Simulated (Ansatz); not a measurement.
# CH5InOSi: the cost of one run

Method: the settings change from run to run; program: Ansatz 0.2.0, Gaussian basis.

**1. The molecule**

The structure was relaxed beforehand with PBE0-D4 in a triple-zeta def2 set. In takes a core potential in def2 sets; no spin-orbit term is included.

9 atoms, charge 0, spin multiplicity 1.

Atoms are counted from 1 here; the program's logs count them from 0.

Bond lengths: Si1–C2 1.888 Å, Si1–H5 1.489 Å, Si1–H6 1.493 Å, Si1–H7 1.492 Å, C2–O3 1.394 Å, C2–H8 1.101 Å, C2–H9 1.101 Å, O3–In4 2.018 Å. Angles: C2–Si1–H5 109.7°, C2–Si1–H6 108.1°, C2–Si1–H7 113.8°, H5–Si1–H6 107.6°, H5–Si1–H7 108.8°, H6–Si1–H7 108.7°, Si1–C2–O3 109.4°, Si1–C2–H8 109.7°, Si1–C2–H9 109.6°, O3–C2–H8 110.6°, O3–C2–H9 111.8°, H8–C2–H9 105.8°, C2–O3–In4 151.3°.

**2. CAM-B3LYP/def2-TZVPD**

Set apart from the defaults: the search for lower states set to full.

in.yaml

```yaml
crystal:
  periodic: [false, false, false]
  atoms:
    - {symbol: Si, position_ang: [0.095161, 0.837862, -0.738679]}
    - {symbol: C, position_ang: [0.623741, -0.451886, 0.534144]}
    - {symbol: O, position_ang: [-0.431405, -1.334238, 0.763536]}
    - {symbol: In, position_ang: [-2.392390, -1.711644, 1.057314]}
    - {symbol: H, position_ang: [-0.273508, 0.163123, -2.013800]}
    - {symbol: H, position_ang: [-1.124926, 1.526385, -0.222526]}
    - {symbol: H, position_ang: [1.138795, 1.865329, -1.023677]}
    - {symbol: H, position_ang: [1.509033, -0.993458, 0.167055]}
    - {symbol: H, position_ang: [0.943999, 0.052125, 1.459632]}
basis:
  gaussian: {orbitals: def2-TZVPD}
hamiltonian: {xc: {name: CAM-B3LYP}}
scf: {lower_state_search: full}
output: {forces: true}
```

Started as:

```console
> ansatz run in.yaml --threads 4 --pin off --events-out ev --progress --plain --max-ram 10444MiB
```

What time and memory should one allow on 4 threads of Arm Neoverse V2, shared host?

About 5.5 s, with a peak of 0.79 GiB.
